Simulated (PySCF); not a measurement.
**SrSe at other levels of theory**

Starting from one script, swap the method and compare what comes out for SrSe.

Method: each script names its method and basis; program: PySCF 2.14.0.

8 further runs of the same task are left out: 1 for a known fault of the program, 7 that didn't finish.

## (1) The system as given

SrSe: 2 atoms, charge 0, spin multiplicity 1.

Bond lengths: Sr1–Se2 2.627 Å.

## (2) The base run

Contents of input.py:

```python
from pyscf import gto, scf, mp

mol = gto.M(
    atom='Sr 0 0 0; Se 0 0 2.627',
    basis='crenbl',
    ecp={'Sr': 'crenbl', 'Se': 'crenbl'},
    charge=0,
    spin=0,
    symmetry=True,
    verbose=3,
)
mf = scf.RHF(mol)
mf.kernel()
mp.MP2(mf).kernel()
mf.dip_moment()
print('orbital energies (hartree):', mf.mo_energy[..., max(0, mol.nelec[1]-3):mol.nelec[0]+3].round(4))
```

Started as:

```bash
> python input.py
```

## (3) Geometry optimisation

Variant 1 changes step after the SCF: mp2 → optimize.

Contents of input.py:

```python
from pyscf import gto, scf
from pyscf.geomopt.geometric_solver import optimize

mol = gto.M(
    atom='Sr 0 0 0; Se 0 0 2.627',
    basis='crenbl',
    ecp={'Sr': 'crenbl', 'Se': 'crenbl'},
    charge=0,
    spin=0,
    symmetry=True,
    verbose=3,
)
mf = scf.RHF(mol)
mf.kernel()
mol_eq = optimize(mf, maxsteps=30)
print('optimised geometry (angstrom)')
print(mol_eq.tostring('raw'))
print('orbital energies (hartree):', mf.mo_energy[..., max(0, mol.nelec[1]-3):mol.nelec[0]+3].round(4))
```

## (4) ROHF

Variant 2 changes SCF type: RHF → ROHF.

input.py, as its differences from that of step 2:

```diff
@@ -11,3 +11,3 @@
 )
-mf = scf.RHF(mol)
+mf = scf.ROHF(mol)
 mf.kernel()
```

## (5) Population analysis

Variant 3 changes step after the SCF: mp2 → analyze.

input.py, as its differences from that of step 2:

```diff
@@ -1,2 +1,2 @@
-from pyscf import gto, scf, mp
+from pyscf import gto, scf
 
@@ -13,3 +13,3 @@
 mf.kernel()
-mp.MP2(mf).kernel()
+mf.mulliken_pop()
 mf.dip_moment()
```

Before running it: what results should come out? Wanted: for each run, E(SCF); from base; SCF dipole; after the SCF.

The runs gave:

| run | E(SCF) (hartree) | from base (eV) | SCF dipole (D) | after the SCF |
| --- | --- | --- | --- | --- |
| base | -161.665685 | 0 | 12.82 | MP2 correlation -9.691 eV |
| geometry optimisation | -161.665685 | 0.0000 | n/a | bond 2.913 Å, -0.349 eV |
| ROHF | -161.665685 | 0.0000 | 12.82 | MP2 correlation -9.691 eV |
| population analysis | -161.665685 | 0.0000 | 12.82 | n/a |

SCF columns refer to the geometry typed in the script.

No change of the SCF energy comes from ROHF. The dearest run is “geometry optimisation”, at 4.4 s against 1.1 s.
